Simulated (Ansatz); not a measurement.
# HBr with SiH3Cl: superposition error and deformation, part 2 of 3

Ansatz 0.2.0, Gaussian basis. The steps go on from the part before.

### Step 10. revPBE-D4/def2-TZVPPD

The inputs:

a/in.yaml

```yaml
crystal:
  periodic: [false, false, false]
  atoms:
    - {symbol: Br, position_ang: [0.497697, 0.397911, -2.974488]}
    - {symbol: H, position_ang: [-0.519829, -0.100438, -2.106588]}
basis:
  gaussian: {orbitals: "def2-TZVPPD.json"}
hamiltonian: {xc: {name: revPBE}, dispersion: d4}
```

b/in.yaml

```yaml
crystal:
  periodic: [false, false, false]
  atoms:
    - {symbol: Si, position_ang: [0.121813, -0.011857, 1.081147]}
    - {symbol: Cl, position_ang: [-1.566347, -0.693715, 0.101838]}
    - {symbol: H, position_ang: [0.300388, 1.416857, 0.744035]}
    - {symbol: H, position_ang: [1.273483, -0.817842, 0.621955]}
    - {symbol: H, position_ang: [-0.107104, -0.190916, 2.532103]}
basis:
  gaussian: {orbitals: "def2-TZVPPD.json"}
hamiltonian: {xc: {name: revPBE}, dispersion: d4}
```

Each run has its own folder and the same command.

Launch:

```sh
$ ansatz run in.yaml --threads 4 --pin off --events-out ev --progress --plain --max-ram 9574MiB
```

a printed, shortened:

```text
Functional definition: revPBE
  name "revPBE"
  cite "Zhang & Yang, Phys. Rev. Lett. 80, 890 (1998) doi:10.1103/PhysRevLett.80.890"
  cite "Perdew, Burke & Ernzerhof, Phys. Rev. Lett. 77, 3865 (1996) doi:10.1103/PhysRevLett.77.3865"
[...]
479 factors; their error is unknown
[...]
mean field -70056.79724413 eV, -2574.5398125189 hartree, gradient 3.9e-5 eV, S^2 0.000000; 0 other end points of the search recorded, 0 dependent functions left out
reference -70056.79730117 eV, -2574.5398146154 hartree; 18, 18 occupied and 56, 56 virtual orbitals, 479 factors
Total energy: -70056.82245144 eV, -2574.5407388707 hartree
```

Log of b, shortened:

```text
[... 4 set-up lines as earlier in the session ...]
[...]
806 factors; their error is unknown
[...]
mean field -20446.93825242 eV, -751.4111213440 hartree, gradient 2.4e-5 eV, S^2 0.000000; 0 other end points of the search recorded, 0 dependent functions left out
reference -20446.93831510 eV, -751.4111236473 hartree; 17, 17 occupied and 133, 133 virtual orbitals, 806 factors
Total energy: -20447.16339526 eV, -751.4193951905 hartree
```

Wall times: 0.25 s (a), 0.55 s (b) on 4 threads of Arm Neoverse V2, shared host.

### Step 11. B97M-V/def2-TZVPPD

Each input of step 10 (a, b) changes in the same lines:

```diff
-hamiltonian: {xc: {name: revPBE}, dispersion: d4}
+hamiltonian: {xc: {name: B97M-V}}
```

The same command starts each run, in its folder.

Launch:

```sh
$ ansatz run in.yaml --threads 4 --pin off --events-out ev --progress --plain --max-ram 9574MiB
```

Output in a, shortened:

```text
Functional definition: B97M-V
  name "B97M-V"
  cite "Mardirossian & Head-Gordon, J. Chem. Phys. 142, 074111 (2015) doi:10.1063/1.4907719"
[... 2 set-up lines as earlier in the session ...]
  # Of w^i u^j: cxij and so on, Table III.
[...]
  gx(w, u) = cx00 + cx01*u + cx02*u^2 + (cx10 + cx11*u)*w
[...]
  gos(w, u) = cos00 + cos01*u + cos03*u^3 + cos10*w + cos32*w^3*u^2
[...]
      + integral(e_c_pw_mod_opposite_spin*gos(b97_w_opposite, b97_u_opposite)) + vv10(b, c)
479 factors; their error is unknown
[...]
mean field -70050.15684465 eV, -2574.2957823391 hartree, gradient 2.5e-5 eV, S^2 0.000000; 0 other end points of the search recorded, 0 dependent functions left out
reference -70050.15690856 eV, -2574.2957846877 hartree; 18, 18 occupied and 56, 56 virtual orbitals, 479 factors
Total energy: -70050.15690856 eV, -2574.2957846877 hartree
```

Log of b, shortened:

```text
[... 5 set-up lines as earlier in the session ...]
  # Of w^i u^j: cxij and so on, Table III.
[...]
  gx(w, u) = cx00 + cx01*u + cx02*u^2 + (cx10 + cx11*u)*w
[...]
  gos(w, u) = cos00 + cos01*u + cos03*u^3 + cos10*w + cos32*w^3*u^2
[...]
      + integral(e_c_pw_mod_opposite_spin*gos(b97_w_opposite, b97_u_opposite)) + vv10(b, c)
806 factors; their error is unknown
[...]
mean field -20445.64140738 eV, -751.3634631676 hartree, gradient 7.0e-5 eV, S^2 0.000000; 0 other end points of the search recorded, 0 dependent functions left out
reference -20445.64148033 eV, -751.3634658487 hartree; 17, 17 occupied and 133, 133 virtual orbitals, 806 factors
Total energy: -20445.64148033 eV, -751.3634658487 hartree
```

Times: 0.75 s (a), 2.2 s (b) on 4 threads of Arm Neoverse V2, shared host.

### Step 12. HSE06-D4/def2-TZVPPD

Each input of step 11 (a, b) changes in the same lines:

```diff
-hamiltonian: {xc: {name: B97M-V}}
+hamiltonian: {xc: hse06, dispersion: d4}
```

One command serves all of them, each in its own folder.

Launch:

```sh
$ ansatz run in.yaml --threads 4 --pin off --events-out ev --progress --plain --max-ram 9574MiB
```

Output in a, shortened:

```text
Functional definition: HSE06
  name "HSE06"
  cite "Heyd, Scuseria & Ernzerhof, J. Chem. Phys. 118, 8207 (2003) doi:10.1063/1.1564060"
  cite "Krukau, Vydrov, Izmaylov & Scuseria, J. Chem. Phys. 125, 224106 (2006) doi:10.1063/1.2404663"
  cite "Heyd & Scuseria, J. Chem. Phys. 120, 7274 (2004) doi:10.1063/1.1668634"
  cite "Ernzerhof & Perdew, J. Chem. Phys. 109, 3313 (1998) doi:10.1063/1.476928"
[...]
531 factors; their error is unknown
36 factors; integrals over basis functions are off by at most 9.7e-5 eV
[...]
mean field -70054.72996001 eV, -2574.4638412289 hartree, gradient 1.8e-5 eV, S^2 0.000000; 0 other end points of the search recorded, 0 dependent functions left out
reference -70054.72999786 eV, -2574.4638426200 hartree; 18, 18 occupied and 56, 56 virtual orbitals, 531 factors
Total energy: -70054.73507429 eV, -2574.4640291753 hartree
```

Log of b, shortened:

```text
[... 6 set-up lines as earlier in the session ...]
[...]
833 factors; their error is unknown
77 factors; integrals over basis functions are off by at most 2.1e-5 eV
[...]
mean field -20442.96498764 eV, -751.2651065563 hartree, gradient 4.9e-5 eV, S^2 0.000000; 0 other end points of the search recorded, 0 dependent functions left out
reference -20442.96503830 eV, -751.2651084180 hartree; 17, 17 occupied and 133, 133 virtual orbitals, 833 factors
Total energy: -20443.02314940 eV, -751.2672439618 hartree
```

They took 0.4 s (a), 0.85 s (b) on 4 threads of Arm Neoverse V2, shared host.

### Step 13. CCSD(T)/def2-TZVPPD

The same edit goes into each in.yaml of step 12 (a, b):

```diff
-hamiltonian: {xc: hse06, dispersion: d4}
+correlation: {method: ccsd_t}
```

One command serves all of them, each in its own folder.

Launch:

```sh
$ ansatz run in.yaml --threads 4 --pin off --events-out ev --progress --plain --max-ram 9574MiB
```

a printed, shortened:

```text
Functional definition: HF
  name "HF"
  cite "Fock, Z. Phys. 61, 126 (1930) doi:10.1007/BF01340294"
[... 1 set-up line as earlier in the session ...]
[...]
448 factors; integrals over basis functions are off by at most 1.6e-3 eV
[...]
mean field -70014.95546697 eV, -2573.0021555700 hartree, gradient 1.7e-6 eV, S^2 0.000000; 0 other end points of the search recorded, 0 dependent functions left out
9 core orbitals not correlated: weight in the atoms' cores, before any rotation towards them, 1.000 or more for the frozen orbitals, at most 0.000 for the correlated occupied ones
reference -70014.95546697 eV, -2573.0021555700 hartree; 9, 9 occupied and 56, 56 virtual orbitals, 448 factors
second order -7.88036906 eV of doubles, -0.00000000 eV of singles
cycle   1  -7.96351528 eV  change   -8.3e-2 eV  update   4.5e-2
[...]
cycle   7  -8.15100974 eV  change    2.5e-6 eV  update   1.3e-5
perturbative correction -0.24595930 eV, -0.0090388376 hartree
Total energy: -70023.35243601 eV, -2573.3107384905 hartree
```

Log of b, shortened:

```text
[... 4 set-up lines as earlier in the session ...]
[...]
841 factors; integrals over basis functions are off by at most 7.6e-4 eV
[...]
mean field -20415.31160218 eV, -750.2488633849 hartree, gradient 1.3e-6 eV, S^2 0.000000; 0 other end points of the search recorded, 0 dependent functions left out
10 core orbitals not correlated: weight in the atoms' cores, before any rotation towards them, 1.000 or more for the frozen orbitals, at most 0.000 for the correlated occupied ones
reference -20415.31160218 eV, -750.2488633849 hartree; 7, 7 occupied and 133, 133 virtual orbitals, 841 factors
second order -8.76922005 eV of doubles, -0.00000000 eV of singles
cycle   1  -9.50688812 eV  change   -7.4e-1 eV  update   6.2e-2
[...]
cycle   8  -9.80066302 eV  change   -1.2e-5 eV  update   1.3e-5
perturbative correction -0.35641642 eV, -0.0130980619 hartree
Total energy: -20425.46868162 eV, -750.6221291696 hartree
```

Times: 0.4 s (a), 3.4 s (b) on 4 threads of Arm Neoverse V2, shared host; peak memory 0.85 GiB.

### Step 14. Relaxing HBr alone

Contents of relax-a/in.yaml:

```yaml
crystal:
  periodic: [false, false, false]
  atoms:
    - {symbol: Br, position_ang: [0.497697, 0.397911, -2.974488]}
    - {symbol: H, position_ang: [-0.519829, -0.100438, -2.106588]}
basis:
  gaussian: {orbitals: def2-TZVP}
hamiltonian: {xc: pbe0, dispersion: d4}
relax: {f_tol: 0.005, max_steps: 200}
```

Launch:

```sh
$ ansatz run in.yaml --threads 4 --pin off --events-out ev --progress --plain --max-ram 9574MiB
```

The program printed, shortened:

```text
[... 5 set-up lines as earlier in the session ...]
[...]
457 factors; their error is unknown
[...]
mean field -70054.57220640 eV, -2574.4580438908 hartree, gradient 2.2e-5 eV, S^2 0.000000; 0 other end points of the search recorded, 0 dependent functions left out
[...]
reference -70054.57279944 eV, -2574.4580656844 hartree; 18, 18 occupied and 36, 36 virtual orbitals, 457 factors
Total energy: -70054.57831875 eV, -2574.4582685156 hartree
Atom 0 at     0.495316     0.396745    -2.972457 Å, force     0.000123     0.000060    -0.000105 eV/Å
Atom 1 at    -0.517448    -0.099272    -2.108619 Å, force    -0.000123    -0.000060     0.000105 eV/Å
Dipole moment:    -0.141404    -0.069255     0.120610 e Å
```

Run time: 0.8 s. Hardware: 4 threads of Arm Neoverse V2, shared host.

Along the way:

```tsv
step	energy from step 1 (eV)	largest force component (eV/Å)
1	0.0000	0.1219
2	-0.0006	0.0215
3	-0.0006	0.0001
```

The bond:

```tsv
bond	before (Å)	after (Å)	change (Å)
Br1–H2	1.427	1.421	-0.007
```

### Step 15. Relaxing SiH3Cl alone

Contents of relax-b/in.yaml:

```yaml
crystal:
  periodic: [false, false, false]
  atoms:
    - {symbol: Si, position_ang: [0.121813, -0.011857, 1.081147]}
    - {symbol: Cl, position_ang: [-1.566347, -0.693715, 0.101838]}
    - {symbol: H, position_ang: [0.300388, 1.416857, 0.744035]}
    - {symbol: H, position_ang: [1.273483, -0.817842, 0.621955]}
    - {symbol: H, position_ang: [-0.107104, -0.190916, 2.532103]}
basis:
  gaussian: {orbitals: def2-TZVP}
hamiltonian: {xc: pbe0, dispersion: d4}
relax: {f_tol: 0.005, max_steps: 200}
```

Launch:

```sh
$ ansatz run in.yaml --threads 4 --pin off --events-out ev --progress --plain --max-ram 9574MiB
```

The program printed, shortened:

```text
[... 5 set-up lines as earlier in the session ...]
[...]
668 factors; their error is unknown
[...]
mean field -20443.33125523 eV, -751.2785666420 hartree, gradient 7.9e-5 eV, S^2 0.000000; 0 other end points of the search recorded, 0 dependent functions left out
[...]
Atom 1 at    -1.564389    -0.692562     0.097635 Å, force    -0.000285    -0.000115    -0.000160 eV/Å
Atom 2 at     0.302790     1.413035     0.746869 Å, force     0.000129     0.000181     0.000006 eV/Å
Atom 3 at     1.272571    -0.813741     0.625223 Å, force     0.000218    -0.000028    -0.000004 eV/Å
Atom 4 at    -0.097869    -0.186954     2.533845 Å, force     0.000081     0.000032     0.000045 eV/Å
Dipole moment:     0.213698     0.086235     0.125118 e Å
```

Wall time 2.2 s (4 threads of Arm Neoverse V2, shared host).

Step by step:

```tsv
step	energy from step 1 (eV)	largest force component (eV/Å)
1	0.0000	0.3132
2	-0.0027	0.0524
3	-0.0029	0.0309
4	-0.0030	0.0003
```

Distances of close pairs at the start and the end, largest changes first:

```tsv
bond	before (Å)	after (Å)	change (Å)
Si1–Cl2	2.067	2.053	-0.014
Si1–H3	1.479	1.481	+0.002
Si1–H4	1.479	1.481	+0.002
Si1–H5	1.480	1.481	+0.001
```

### Step 16. PBE-D4/def2-TZVPPD

Contents of free-a/in.yaml:

```yaml
crystal:
  periodic: [false, false, false]
  atoms:
    - {symbol: Br, position_ang: [0.495316, 0.396745, -2.972457]}
    - {symbol: H, position_ang: [-0.517448, -0.099272, -2.108619]}
basis:
  gaussian: {orbitals: "def2-TZVPPD.json"}
hamiltonian: {xc: pbe, dispersion: d4}
```

Contents of free-b/in.yaml:

```yaml
crystal:
  periodic: [false, false, false]
  atoms:
    - {symbol: Si, position_ang: [0.109130, -0.017252, 1.077505]}
    - {symbol: Cl, position_ang: [-1.564389, -0.692562, 0.097635]}
    - {symbol: H, position_ang: [0.302790, 1.413035, 0.746869]}
    - {symbol: H, position_ang: [1.272571, -0.813741, 0.625223]}
    - {symbol: H, position_ang: [-0.097869, -0.186954, 2.533845]}
basis:
  gaussian: {orbitals: "def2-TZVPPD.json"}
hamiltonian: {xc: pbe, dispersion: d4}
```

Each run has its own folder and the same command.

Launch:

```sh
$ ansatz run in.yaml --threads 4 --pin off --events-out ev --progress --plain --max-ram 9574MiB
```

Output in free-a, shortened:

```text
[... 4 set-up lines as earlier in the session ...]
[...]
479 factors; their error is unknown
[...]
mean field -70052.16261238 eV, -2574.3694929439 hartree, gradient 2.8e-5 eV, S^2 0.000000; 0 other end points of the search recorded, 0 dependent functions left out
reference -70052.16265580 eV, -2574.3694945395 hartree; 18, 18 occupied and 56, 56 virtual orbitals, 479 factors
Total energy: -70052.16944086 eV, -2574.3697438859 hartree
```

free-b printed, shortened:

```text
[... 4 set-up lines as earlier in the session ...]
[...]
806 factors; their error is unknown
[...]
mean field -20441.45342150 eV, -751.2095575254 hartree, gradient 4.0e-5 eV, S^2 0.000000; 0 other end points of the search recorded, 0 dependent functions left out
reference -20441.45347161 eV, -751.2095593670 hartree; 17, 17 occupied and 133, 133 virtual orbitals, 806 factors
Total energy: -20441.52843028 eV, -751.2123140472 hartree
```

Times: 0.25 s (free-a), 0.6 s (free-b) on 4 threads of Arm Neoverse V2, shared host.

### Step 17. r2SCAN-D4/def2-TZVPPD

The same edit goes into each in.yaml of step 16 (free-a, free-b):

```diff
-hamiltonian: {xc: pbe, dispersion: d4}
+hamiltonian: {xc: r2scan, dispersion: d4}
```

Each run has its own folder and the same command.

Launch:

```sh
$ ansatz run in.yaml --threads 4 --pin off --events-out ev --progress --plain --max-ram 9574MiB
```

Log of free-a, shortened:

```text
[... 5 set-up lines as earlier in the session ...]
[...]
479 factors; their error is unknown
[...]
mean field -70062.30092625 eV, -2574.7420691064 hartree, gradient 1.5e-5 eV, S^2 0.000000; 0 other end points of the search recorded, 0 dependent functions left out
reference -70062.30093772 eV, -2574.7420695279 hartree; 18, 18 occupied and 56, 56 virtual orbitals, 479 factors
Total energy: -70062.30239681 eV, -2574.7421231486 hartree
```

Output in free-b, shortened:

```text
[... 5 set-up lines as earlier in the session ...]
[...]
806 factors; their error is unknown
[...]
mean field -20449.29714006 eV, -751.4978088657 hartree, gradient 7.8e-5 eV, S^2 0.000000; 0 other end points of the search recorded, 0 dependent functions left out
reference -20449.29715741 eV, -751.4978095035 hartree; 17, 17 occupied and 133, 133 virtual orbitals, 806 factors
Total energy: -20449.31344247 eV, -751.4984079684 hartree
```

Times: 0.55 s (free-a), 1.3 s (free-b) on 4 threads of Arm Neoverse V2, shared host.

### Step 18. PBE0-D4/def2-TZVPPD

The same edit goes into each in.yaml of step 17 (free-a, free-b):

```diff
-hamiltonian: {xc: r2scan, dispersion: d4}
+hamiltonian: {xc: pbe0, dispersion: d4}
+output: {orbitals: {seedname: orbitals}}
```

The same command starts each run, in its folder.

Launch:

```sh
$ ansatz run in.yaml --threads 4 --pin off --events-out ev --progress --plain --max-ram 9574MiB
```

Output in free-a, shortened:

```text
[... 5 set-up lines as earlier in the session ...]
[...]
531 factors; their error is unknown
[...]
mean field -70054.61607775 eV, -2574.4596561329 hartree, gradient 7.0e-5 eV, S^2 0.000000; 0 other end points of the search recorded, 0 dependent functions left out
reference -70054.61610643 eV, -2574.4596571869 hartree; 18, 18 occupied and 56, 56 virtual orbitals, 531 factors
Total energy: -70054.62162575 eV, -2574.4598600181 hartree
```

Log of free-b, shortened:

```text
[... 5 set-up lines as earlier in the session ...]
[...]
833 factors; their error is unknown
[...]
mean field -20443.36923923 eV, -751.2799625283 hartree, gradient 4.4e-5 eV, S^2 0.000000; 0 other end points of the search recorded, 0 dependent functions left out
reference -20443.36927726 eV, -751.2799639259 hartree; 17, 17 occupied and 133, 133 virtual orbitals, 833 factors
Total energy: -20443.43159466 eV, -751.2822540481 hartree
```

They took 0.25 s (free-a), 0.7 s (free-b) on 4 threads of Arm Neoverse V2, shared host.

(Continued in part 3 of 3.)
